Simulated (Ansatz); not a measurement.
# CH₇NSiZn: a ladder of functionals and wavefunction methods

An exercise on one series of results from a longer session: the logs are not shown, and one member is left open.

The runs use Ansatz 0.2.0, Gaussian basis; functionals in def2-TZVPP, the program's frozen cores in correlated methods.

Plan: LDA (SPW92), PBE-D4, revPBE-D4, BLYP-D4, r2SCAN-D4, B97M-V, PBE0-D4, B3LYP-D4, r2SCANh-D4, r2SCAN0-D4, HSE06-D4, BHLYP-D4, CAM-B3LYP-D4, LC-ωPBE, ωB97X-V, ωB97M-V, B2PLYP, PBE-QIDH; CCSD(T)/def2-SVP; CCSD(T)/def2-TZVPP; MP2/def2-QZVPP; extrapolation to the limit; RPA on PBE.

## The geometry

All runs share one geometry, relaxed beforehand with PBE0-D4 in a triple-zeta def2 set.

SMILES `C[SiH2][NH][ZnH]`, 11 atoms, charge 0, spin multiplicity 1.

Atoms are counted from 1 here; the program's logs count them from 0.

Bond lengths: C1–Si2 1.871 Å, C1–H5 1.094 Å, C1–H6 1.093 Å, C1–H7 1.094 Å, Si2–N3 1.714 Å, Si2–H8 1.495 Å, Si2–H9 1.495 Å, N3–Zn4 1.823 Å, N3–H10 1.010 Å, Zn4–H11 1.521 Å. Angles: Si2–C1–H5 111.5°, Si2–C1–H6 110.4°, Si2–C1–H7 111.5°, H5–C1–H6 107.4°, H5–C1–H7 108.5°, H6–C1–H7 107.4°, C1–Si2–N3 108.5°, C1–Si2–H8 108.9°, C1–Si2–H9 108.9°, N3–Si2–H8 112.3°, N3–Si2–H9 112.3°, H8–Si2–H9 105.9°, Si2–N3–Zn4 126.7°, Si2–N3–H10 116.4°, Zn4–N3–H10 116.9°, N3–Zn4–H11 179.7°.

Set-up of the first run:

Input file in.yaml:

```yaml
crystal:
  periodic: [false, false, false]
  atoms:
    - {symbol: C, position_ang: [-1.037431, 0.995162, -0.265799]}
    - {symbol: Si, position_ang: [0.503405, 0.628969, 0.729917]}
    - {symbol: N, position_ang: [1.058507, -0.938839, 0.314799]}
    - {symbol: Zn, position_ang: [0.302647, -2.078720, -0.889992]}
    - {symbol: H, position_ang: [-0.834034, 0.974529, -1.340422]}
    - {symbol: H, position_ang: [-1.419237, 1.990383, -0.024509]}
    - {symbol: H, position_ang: [-1.834108, 0.277632, -0.048882]}
    - {symbol: H, position_ang: [0.179446, 0.749946, 2.184770]}
    - {symbol: H, position_ang: [1.523353, 1.685818, 0.448823]}
    - {symbol: H, position_ang: [1.891296, -1.260216, 0.788184]}
    - {symbol: H, position_ang: [-0.333844, -3.024653, -1.896899]}
basis:
  gaussian: {orbitals: def2-TZVPP}
hamiltonian: {xc: lda}
output: {orbitals: {seedname: orbitals}}
```

Steps of the session up to this table: LDA; PBE-D4 (GGA); revPBE-D4 (GGA); BLYP-D4 (GGA); r2SCAN-D4 (meta-GGA); B97M-V (meta-GGA); PBE0-D4 (hybrid); B3LYP-D4 (hybrid); r2SCANh-D4 (hybrid); r2SCAN0-D4 (hybrid); HSE06-D4 (hybrid); BHLYP-D4 (hybrid); CAM-B3LYP-D4 (range-separated); LC-ωPBE (range-separated); ωB97X-V (range-separated); ωB97M-V (range-separated); B2PLYP (double hybrid); PBE-QIDH (double hybrid).

One of the session's tables, all rows but one given; the rest of the session is left out.

It belongs to the step «Frontier levels by functional». 

```
  functional  HOMO (eV)  gap (eV)
 LDA (SPW92)      -5.84      4.42
      PBE-D4          ?         ?
   revPBE-D4      -5.63      4.54
     BLYP-D4      -5.58      4.43
   r2SCAN-D4      -5.94      5.17
      B97M-V      -6.03      4.87
     PBE0-D4      -6.95      6.52
    B3LYP-D4      -6.75      6.04
  r2SCANh-D4      -6.42      5.89
  r2SCAN0-D4      -7.14      6.96
    HSE06-D4      -6.55      5.76
    BHLYP-D4      -8.16      8.34
CAM-B3LYP-D4      -8.35      8.66
     LC-ωPBE      -9.72     11.13
     ωB97X-V      -9.36     10.63
     ωB97M-V      -9.27     10.16
```

**Question.** Estimate the row for PBE-D4.

**Answer.** HOMO (eV): -5.69; gap (eV): 4.50. In the column «HOMO (eV)» it lies between LDA (SPW92) (-5.84) and revPBE-D4 (-5.63).
